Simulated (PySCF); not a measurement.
# C3H15N2PSi2: NMR shifts

Aim: predict the NMR shifts of C3H15N2PSi2 (`CCCN[Si@@H](P)[SiH2]N`).

The runs use PySCF 2.14.0, with density-fitted response routines of our own; the level of theory stands in each step. All values are computed, except where a source is named. Atoms are numbered from 0 throughout.

**1. The molecule as given**

23 atoms, charge 0, multiplicity 1; geometry from: GFN2-xTB.

Bonds of the start (Å): C0–C1 1.52, C1–C2 1.53, C2–N3 1.44, N3–Si4 1.72, Si4–P5 2.25, Si4–Si6 2.31, Si6–N7 1.73, C0–H8 1.09, C0–H9 1.09, C0–H10 1.09, C1–H11 1.09, C1–H12 1.09, C2–H13 1.10, C2–H14 1.10, N3–H15 1.01, Si4–H16 1.49, P5–H17 1.38, P5–H18 1.38, Si6–H19 1.48, Si6–H20 1.47, N7–H21 1.01, N7–H22 1.01.

**2. Shielding tensors: PBE0/pcSseg-1**

The job: settings as JSON, then the geometry in Å.

```
{"job": {"kind": "nmr", "xc": "PBE0", "basis": "pcSseg-1"}, "charge": 0, "multiplicity": 1}
C      3.750450     0.127192    -0.183195
C      2.365385     0.097166     0.448524
C      1.371002    -0.696307    -0.400144
N      0.028703    -0.690029     0.131382
Si    -1.125606     0.551104    -0.177137
P     -0.762207     1.083783    -2.332815
Si    -3.200385    -0.310277     0.361991
N     -3.293770    -0.203013     2.081689
H      4.146212    -0.881199    -0.284399
H      4.437362     0.707333     0.428484
H      3.704483     0.577554    -1.172059
H      1.986672     1.115121     0.560234
H      2.421343    -0.349526     1.445307
H      1.713941    -1.733163    -0.497684
H      1.322110    -0.261205    -1.403805
H     -0.023350    -1.155972     1.025390
H     -0.826918     1.848312     0.497669
H     -2.009766     1.642784    -2.525122
H     -1.176948    -0.137138    -2.830088
H     -4.283990     0.403797    -0.348338
H     -3.433941    -1.733929     0.096841
H     -4.105215    -0.575397     2.548823
H     -3.010320     0.648764     2.538531
```

Level: GIAO PBE0/pcSseg-1 NMR shielding, non-relativistic, gas phase.

Started as:

```sh
OMP_NUM_THREADS=1 python probes_run.py task.json out
```

The driver reads the jobs from task.json and runs them one after another.

Output:

```text
coarse grid: 19560 points
cycle   1  E = -1152.3909793298  dE =  5.515e-01  |g| = 5.921e-01  |ddm| = 4.178e+00
cycle   2  E = -1152.3299469429  dE =  6.103e-02  |g| = 7.930e-01  |ddm| = 1.377e+00
cycle   3  E = -1152.4717392380  dE = -1.418e-01  |g| = 7.478e-02  |ddm| = 8.906e-01
cycle   4  E = -1152.4728484112  dE = -1.109e-03  |g| = 3.370e-02  |ddm| = 1.130e-01
cycle   5  E = -1152.4731140081  dE = -2.656e-04  |g| = 6.539e-03  |ddm| = 3.675e-02
cycle   6  E = -1152.4731222053  dE = -8.197e-06  |g| = 3.024e-03  |ddm| = 9.325e-03
final grid: 171968 points
cycle   7  E = -1152.5139057845  dE = -3.947e-05  |g| = 1.069e-02  |ddm| = 3.309e-02
cycle   8  E = -1152.5138857826  dE =  2.000e-05  |g| = 1.434e-02  |ddm| = 2.226e-02
cycle   9  E = -1152.5139319592  dE = -4.618e-05  |g| = 9.380e-04  |ddm| = 1.284e-02
cycle  10  E = -1152.5139321489  dE = -1.897e-07  |g| = 2.417e-04  |ddm| = 1.048e-03
cycle  11  E = -1152.5139321618  dE = -1.297e-08  |g| = 5.125e-05  |ddm| = 2.363e-04
cycle  12  E = -1152.5139321624  dE = -5.311e-10  |g| = 2.092e-05  |ddm| = 7.946e-05
converged SCF energy = -1152.5139321624

GIAO shielding tensors (ppm)
atom      isotropic    diamagn.    paramagn.     s11        s22        s33       span
  0 C      173.920     244.510     -70.590    164.623    168.631    188.505     23.883
  1 C      155.969     249.869     -93.899    137.548    158.477    171.883     34.335
  2 C      136.096     245.815    -109.719    108.025    137.116    163.146     55.121
  3 N      237.971     326.981     -89.010    201.960    234.271    277.681     75.721
  4 Si     381.991     883.471    -501.480    324.914    372.491    448.567    123.653
  5 P      628.440     969.373    -340.933    530.899    616.809    737.612    206.713
  6 Si     396.996     879.974    -482.977    352.266    373.844    464.878    112.613
  7 N      268.740     315.108     -46.367    227.686    264.721    313.814     86.128
  8 H       30.909      27.602       3.307     26.564     28.825     37.339     10.775
  9 H       30.530      26.281       4.250     25.877     27.630     38.085     12.208
 10 H       30.878      28.500       2.378     25.959     30.029     36.647     10.688
 11 H       29.987      33.348      -3.361     25.481     31.246     33.235      7.754
 12 H       30.529      32.531      -2.002     25.774     30.836     34.978      9.204
 13 H       28.788      32.257      -3.470     22.964     29.171     34.228     11.263
 14 H       28.758      33.651      -4.892     22.411     30.480     33.385     10.973
 15 H       31.514      37.161      -5.646     21.462     31.788     41.293     19.831
 16 H       25.945      31.922      -5.977     23.075     24.056     30.704      7.629
 17 H       31.004      31.117      -0.113     26.006     27.352     39.654     13.649
 18 H       30.890      31.997      -1.107     25.915     27.848     38.906     12.992
 19 H       26.730      29.199      -2.469     22.373     26.057     31.759      9.386
 20 H       26.802      30.111      -3.309     24.216     25.505     30.686      6.470
 21 H       31.760      27.514       4.246     23.366     27.292     44.622     21.256
 22 H       32.047      32.355      -0.308     24.341     29.439     42.360     18.020
```

Run time: 2.6 min. Hardware: 1 thread of Intel Xeon at 2.50GHz, shared host; peak memory 1.1 GiB.

Shifts follow as δ = σ(reference) − σ, with reference shieldings (ppm) from runs at the same level and on the same kind of geometry: ¹H TMS 31.72, ¹³C TMS 186.9, ²⁹Si TMS 349.2, ¹⁵N NH3 267.7, ³¹P H3PO4 318.4. The references are single molecules in the gas phase, so shifts against H2O, NH3, PH3, H3PO4 or CFCl3 are not on the usual liquid scales and can be off by tens of ppm. Atoms listed in one row are averaged.

```csv
atoms,environment,σ (ppm),δ (ppm),δ scaled to CDCl3
C2,sp3 CH2 bonded to N,136.1,50.8,47.7
C1,sp3 CH2,156.0,31.0,28.3
C0,methyl carbon,173.9,13.0,10.8
H16,"hydrogen on a silicon bonded to N, P, Si",25.95,5.77,–
H19,"hydrogen on a silicon bonded to N, Si",26.73,4.99,–
H20,"hydrogen on a silicon bonded to N, Si",26.80,4.91,–
H14,hydrogen on an sp3 CH2 bonded to N,28.76,2.96,2.89
H13,hydrogen on an sp3 CH2 bonded to N,28.79,2.93,2.87
H11,hydrogen on an sp3 CH2,29.99,1.73,1.74
H12,hydrogen on an sp3 CH2,30.53,1.19,1.22
"H8, H9, H10",hydrogen on a methyl carbon,30.77,0.94,1.00
"H17, H18",hydrogen on a phosphorus bonded to Si,30.95,0.77,–
H15,"hydrogen on a nitrogen bonded to C, Si",31.51,0.20,–
"H21, H22",hydrogen on a nitrogen bonded to Si,31.90,-0.19,–
N3,"nitrogen bonded to C, Si, H",238.0,29.8,–
N7,"nitrogen bonded to Si, 2 H",268.7,-1.0,–
Si4,"silicon bonded to N, P, Si, H",382.0,-32.8,–
Si6,"silicon bonded to N, Si, 2 H",397.0,-47.8,–
P5,"phosphorus bonded to Si, 2 H",628.4,-310.1,–
```

The scaled column applies a straight-line fit of computed shieldings to shifts measured in CDCl3 (root-mean-square error 0.16 ppm for H, 1.9 ppm for C).

Charges from the same density, by scheme (e):

```csv
atoms,Mulliken,IAO,Hirshfeld,ESP fit
C0,-0.28,-0.42,-0.12,-0.32
C1,-0.29,-0.26,-0.07,0.00
C2,-0.02,-0.13,-0.02,0.51
N3,-0.67,-0.67,-0.24,-0.94
Si4,0.39,0.56,0.25,0.42
P5,-0.26,-0.12,-0.03,-0.36
Si6,0.49,0.61,0.27,0.46
N7,-0.63,-0.84,-0.32,-0.96
```

Mayer bond orders: C0–C1 1.06, C1–C2 1.02, C2–N3 0.97, N3–Si4 0.98, Si4–P5 0.98, Si4–Si6 0.90, Si6–N7 1.02.

**3. Summary of results**

```
                                                              quantity                                                                  value
                                ¹³C shifts against TMS (PBE0/pcSseg-1)                                                   50.8, 31.0, 13.0 ppm
¹H shifts against TMS (PBE0/pcSseg-1, means over atoms taken as alike)  5.77, 4.99, 4.91, 2.96, 2.93, 1.73, 1.19, 0.94, 0.77, 0.20, -0.19 ppm
                                ¹⁵N shifts against NH3 (PBE0/pcSseg-1)                                                         29.8, -1.0 ppm
                               ²⁹Si shifts against TMS (PBE0/pcSseg-1)                                                       -32.8, -47.8 ppm
                              ³¹P shifts against H3PO4 (PBE0/pcSseg-1)                                                             -310.1 ppm
```

At PBE0/pcSseg-1: Shielding is most anisotropic at P5 (span 207 ppm, paramagnetic term -341 ppm).
